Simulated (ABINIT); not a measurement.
Crystal: Al3Cl.

```
Al Cl
1.0
     4.00408    0.00000    0.00000
     0.00000    4.00408    0.00000
     0.00000    0.00000    4.00408
Al Cl
3 1
Direct
  0.00000 0.50000 0.50000
  0.50000 0.00000 0.50000
  0.50000 0.50000 0.00000
  0.00000 0.00000 0.00000
```

The cell was built by a generator and needn't be a form met in nature.

```yaml
Program: ABINIT 10.8.3 (patched build)
Task: relaxation of cell and atoms
Functional: PBEsol
Potentials_or_basis: PseudoDojo NC SR PBEsol v0.4 stringent
Cutoff: 789 eV
k_mesh: 5 × 5 × 5
Occupations: fermi-dirac, width 0.05 eV
Spin: no spin polarisation
```

At the start: pressure 13.8 GPa; volume 16.05 Å³/atom.

**Question.** How do energy, volume and symmetry change on relaxing?

**Answer.** Over 6 steps the energy falls by 125.2 meV/atom and the volume is 19.50 Å³/atom (+21.5 %); space group Pm-3m (No. 221, to 0.05 Å).

The path:
| step | energy change (eV) | largest force (eV/Å) | pressure (GPa) | volume (Å³) |
| --- | --- | --- | --- | --- |
| 1 | 0.0000 | 0.0000 | 13.77 | 64.20 |
| 2 | -0.2017 | 0.0000 | 9.92 | 66.94 |
| 3 | -0.4902 | 0.0000 | 1.50 | 75.68 |
| 4 | -0.5005 | 0.0000 | 0.26 | 77.58 |
| 5 | -0.5008 | 0.0000 | 0.01 | 77.99 |
| 6 | -0.5008 | 0.0000 | 0.00 | 78.01 |

Final structure:
```
CELL_PARAMETERS angstrom
4.27290 0.00000 0.00000
0.00000 4.27290 0.00000
0.00000 0.00000 4.27290
ATOMIC_POSITIONS crystal
Al 0.00000 0.50000 0.50000
Al 0.50000 0.00000 0.50000
Al 0.50000 0.50000 0.00000
Cl 0.00000 0.00000 0.00000
```

Caveat: the volume moved by over 15 % at a fixed basis, so the end points are rough.
